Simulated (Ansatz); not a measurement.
Working through a rigid scan of one bond length of CH₃ITe, SMILES [TeH]CI

Program: the Ansatz DFT code, driven from Python.

At the Python prompt:
```pycon
>>> import ansatz as az
>>> from ase import Atoms
>>> import numpy as np
>>> atoms = Atoms(["Te", "C", "I", "H", "H", "H"], positions=[
...     (-1.3857, -1.0, -0.0152),
...     (0.4883, -0.0962, 0.3425),
...     (0.2951, 2.0339, 0.3618),
...     (-1.4249, -0.1633, -1.5795),
...     (1.1962, -0.4055, -0.4772),
...     (0.8731, -0.4329, 1.3213),
... ])
>>> molecule = az.Crystal.molecule_from_ase(atoms)
>>> symbols = [site.symbol for site in molecule.cartesian_sites]
>>> start = np.array([site.position_ang for site in molecule.cartesian_sites])
>>> axis = (start[3] - start[0]) / np.linalg.norm(start[3] - start[0])
>>> moving = [3]
>>> lengths, energies = [1.51, 1.63, 1.77, 1.95, 2.22, 2.66, 3.19, 3.9], []
>>> for length in lengths:
...     xyz = start.copy()
...     xyz[moving] += (length - np.linalg.norm(start[3] - start[0])) * axis
...     point = az.Crystal.molecule()
...     for symbol, place in zip(symbols, xyz):
...         point = point.atom(symbol, place.tolist())
...     job = point.calculation()
...     job = job.basis(gaussian="def2-SVP")
...     job = job.functional("pbe0", dispersion="d4")
...     job = job.accuracy("medium")
...     rep = job.run().report
...     energies.append(rep["free_energy_ev"])
...     print(f"r = {length:6.3f} A  E = {energies[-1]:.5f} eV  <S^2> = {abs(rep['mean_field']['state']['spin_squared']):.3f}")
...
r =  1.510 A  E = -16477.62312 eV  <S^2> = 0.000
r =  1.630 A  E = -16477.86696 eV  <S^2> = 0.000
r =  1.770 A  E = -16477.79456 eV  <S^2> = 0.000
r =  1.950 A  E = -16477.40490 eV  <S^2> = 0.000
r =  2.220 A  E = -16476.60086 eV  <S^2> = 0.000
r =  2.660 A  E = -16475.30780 eV  <S^2> = 0.000
r =  3.190 A  E = -16474.16334 eV  <S^2> = 0.000
r =  3.900 A  E = -16473.28021 eV  <S^2> = 0.000
>>> print("energy above the lowest point (eV):", [round(e - min(energies), 3) for e in energies])
energy above the lowest point (eV): [0.244, 0.0, 0.072, 0.462, 1.266, 2.559, 3.704, 4.587]
```

Caveats:
- These settings explore the input space; basis and method may be short of convergence.
- The rest of the molecule is held rigid at a force-field or estimated start geometry, and the basis set is modest; single-reference methods fail as a bond breaks.
- def2 sets replace the cores of elements past krypton by effective core potentials.
- The orbitals are restricted, so S² is zero by construction.
- Toward dissociation an unrestricted state can lie under the restricted one, by tenths of an eV for polar bonds under a functional and by 1 to 2 eV or more for others.
- Hardware and time: 39 s on 1 thread of AMD EPYC 7R43 64-Core Processor (Zen 3), with other jobs on the host, peak memory 0.25 GiB.

(Lines on the test bed's own set-up are left out of the output.)
